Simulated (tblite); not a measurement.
# C3H15N2PSi2: the cost of one run

The runs use tblite 0.8.0 and PySCF 2.14.0, with density-fitted response routines of our own; the level of theory stands in each step. All values are computed, except where a source is named. Atoms count from 0, in the outputs and in this text.

### 1 The molecule as given

23 atoms, charge 0, multiplicity 1; geometry from: force field or distance geometry start.

Bonds of the start (Å): C0–N1 1.45, N1–C2 1.47, N1–C3 1.50, C3–Si4 1.87, C3–Si5 1.90, Si5–N6 1.71, Si5–P7 2.22, C0–H8 1.10, C0–H9 1.10, C0–H10 1.09, C2–H11 1.08, C2–H12 1.11, C2–H13 1.10, C3–H14 1.09, Si4–H15 1.49, Si4–H16 1.49, Si4–H17 1.48, Si5–H18 1.49, N6–H19 1.01, N6–H20 1.02, P7–H21 1.41, P7–H22 1.42.

### 2 Geometry optimisation with GFN2-xTB

What the job is given:

```
{"job": {"kind": "relax", "xc": "GFN2-xTB", "basis": "xTB"}, "charge": 0, "multiplicity": 1}
C     -2.030300    -0.140000    -1.531400
N     -1.044800    -0.590300    -0.568600
C     -1.695800    -1.206900     0.602500
C     -0.012600     0.464800    -0.280800
Si    -0.414900     1.831800     0.932200
Si     1.605800    -0.289900     0.368900
N      1.855700    -1.817900    -0.359800
P      3.392300     0.860100    -0.270700
H     -2.662300     0.664800    -1.133800
H     -2.696400    -0.966700    -1.822900
H     -1.558500     0.215300    -2.449300
H     -0.991300    -1.585100     1.335400
H     -2.394600    -0.511800     1.114000
H     -2.287200    -2.072300     0.273100
H      0.254500     0.924900    -1.230000
H      0.696000     2.812800     1.059600
H     -1.606300     2.583900     0.450000
H     -0.742500     1.298300     2.275300
H      1.608400    -0.514100     1.839000
H      2.129400    -1.669800    -1.319900
H      0.930700    -2.252300    -0.410600
H      3.307400     1.885900     0.694600
H      4.352600     0.101600     0.443300
```

Launch:

```console
$ OMP_NUM_THREADS=1 python probes_run.py task.json out
```

The driver reads the jobs from task.json and runs them one after another.

Q: Estimate the wall time of this first job on 1 thread of Intel Xeon at 2.50GHz, shared host.

About 3.6 s.
